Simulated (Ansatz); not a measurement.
**BClGaHS: small, medium and large basis sets**

The task here is to estimate one member of a computed series from the others.

Method: one geometry, several basis sets; program: Ansatz 0.2.0, Gaussian basis.

Levels to be run: PBE0-D4/def2-SVP; ωB97M-V/def2-SVP; PBE0-D4/def2-QZVPP; ωB97M-V/def2-QZVPP; the functionals' def2-TZVPP values are taken from earlier runs.

## Structure used throughout

The geometry comes from an earlier relaxation with PBE0-D4 in a triple-zeta def2 set; it is a stationary point.

5 atoms, charge 0, spin multiplicity 1.

Atoms are counted from 1 here; the program's logs count them from 0.

Bond lengths: Cl1–B2 1.750 Å, B2–S3 1.757 Å, B2–H5 1.219 Å, S3–Ga4 2.363 Å. Angles: Cl1–B2–S3 125.4°, Cl1–B2–H5 113.9°, S3–B2–H5 120.7°, B2–S3–Ga4 79.5°.

The first run:

Contents of in.yaml:

```yaml
crystal:
  periodic: [false, false, false]
  atoms:
    - {symbol: Cl, position_ang: [0.241988, -1.121843, 1.919057]}
    - {symbol: B, position_ang: [0.058222, -0.248530, 0.413980]}
    - {symbol: S, position_ang: [0.335991, -0.912244, -1.189405]}
    - {symbol: Ga, position_ang: [-0.293029, 1.298443, -1.740076]}
    - {symbol: H, position_ang: [-0.293172, 0.910471, 0.555043]}
basis:
  gaussian: {orbitals: def2-SVP}
hamiltonian: {xc: pbe0, dispersion: d4}
output: {orbitals: {seedname: orbitals}}
```

On the command line:

```bash
$ ansatz run in.yaml --threads 2 --pin off --events-out ev --progress --plain --max-ram 4352MiB
```

Steps of the session up to this table: PBE0-D4 in def2-SVP; ωB97M-V in def2-SVP; PBE0-D4 in def2-QZVPP; ωB97M-V in def2-QZVPP.

One table of the session follows, with a row left open; its other results are not shown here.

It belongs to the step «Functionals by basis». 

| functional | basis | HOMO (eV) | LUMO (eV) |
| --- | --- | --- | --- |
| PBE0-D4 | def2-SVP | -6.99 | -1.78 |
| PBE0-D4 | def2-TZVPP | -7.01 | -1.83 |
| PBE0-D4 | def2-QZVPP | -7.04 | -1.88 |
| ωB97M-V | def2-SVP | -8.95 | -0.03 |
| ωB97M-V | def2-TZVPP | -9.00 | -0.11 |
| ωB97M-V | def2-QZVPP | ? | ? |

Estimate the missing values for ωB97M-V, def2-QZVPP.

**Answer.** HOMO (eV): -9.04; LUMO (eV): -0.25. In the column «HOMO (eV)» it is the lowest.
